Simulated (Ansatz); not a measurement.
# ClH₆NSi₂, SMILES N[SiH2][SiH2]Cl: a rigid scan of one bond length

Program: Ansatz 0.2.0 through its Python package.

The cells in order, each with its output:

In [1]:
```python
from dataclasses import dataclass

import ansatz as az
import numpy as np


@dataclass(frozen=True)
class Options:
    basis: str = '6-31G*'
    xc: str = 'hf'
```

In [2]:
```python
cfg = Options()
```

In [3]:
```python
GEOMETRY = '''
N    -1.49020    0.96090   -0.21130
Si    0.04190    0.51230   -0.62350
Si    1.06140   -0.88060    0.89250
Cl    0.04670   -2.56650    1.19620
H    -2.15910    0.19230   -0.24030
H    -1.89080    1.64060   -0.95180
H     0.84210    1.76590   -0.82610
H    -0.05840   -0.13510   -1.94370
H     1.26170   -0.21670    2.27870
H     2.42790   -1.32440    0.43220
'''
```

In [4]:
```python
clh6nsi2 = az.Crystal.molecule()
for line in GEOMETRY.strip().splitlines():
    symbol, *xyz = line.split()
    clh6nsi2 = clh6nsi2.atom(symbol, [float(v) for v in xyz])
```

In [5]:
```python
symbols = [site.symbol for site in clh6nsi2.cartesian_sites]
start = np.array([site.position_ang for site in clh6nsi2.cartesian_sites])
axis = (start[3] - start[2]) / np.linalg.norm(start[3] - start[2])
moving = [3]
lengths, energies = [1.69, 1.83, 1.99, 2.19, 2.49, 2.99, 3.58, 4.38], []
for length in lengths:
    xyz = start.copy()
    xyz[moving] += (length - np.linalg.norm(start[3] - start[2])) * axis
    point = az.Crystal.molecule()
    for symbol, place in zip(symbols, xyz):
        point = point.atom(symbol, place.tolist())
    setup = (
        point.calculation()
        .basis(gaussian=cfg.basis)
        .functional(cfg.xc)
    )
    data = setup.run().report
    energies.append(data['free_energy_ev'])
    print(f'r = {length:6.3f} A  E = {energies[-1]:.5f} eV  <S^2> = {abs(data["mean_field"]["state"]["spin_squared"]):.3f}')
```
```text
r =  1.690 A  E = -29801.95316 eV  <S^2> = 0.000
r =  1.830 A  E = -29803.74683 eV  <S^2> = 0.000
r =  1.990 A  E = -29804.53077 eV  <S^2> = 0.000
r =  2.190 A  E = -29804.53188 eV  <S^2> = 0.000
r =  2.490 A  E = -29803.74271 eV  <S^2> = 0.000
r =  2.990 A  E = -29802.16695 eV  <S^2> = 0.000
r =  3.580 A  E = -29800.70311 eV  <S^2> = 0.000
r =  4.380 A  E = -29799.39367 eV  <S^2> = 0.000
```

In [6]:
```python
print('energy above the lowest point (eV):', [round(e - min(energies), 3) for e in energies])
```
```text
energy above the lowest point (eV): [2.579, 0.785, 0.001, 0.0, 0.789, 2.365, 3.829, 5.138]
```

Notes:
- Total energies depend on the basis set; only differences at equal settings carry meaning.
- The rest of the molecule is held rigid at a force-field or estimated start geometry, and the basis set is modest; single-reference methods fail as a bond breaks.
- Hartree-Fock leaves correlation out, so bond, atomisation and ionisation energies come out well too low.
- The orbitals are restricted, so S² is zero by construction.
- Toward dissociation an unrestricted state can lie under the restricted one, by tenths of an eV for polar bonds under a functional and by 1 to 2 eV or more for others.
- Hardware and time: 6.8 s on 1 thread of Arm Neoverse V2, on a shared host, peak memory 0.21 GiB.
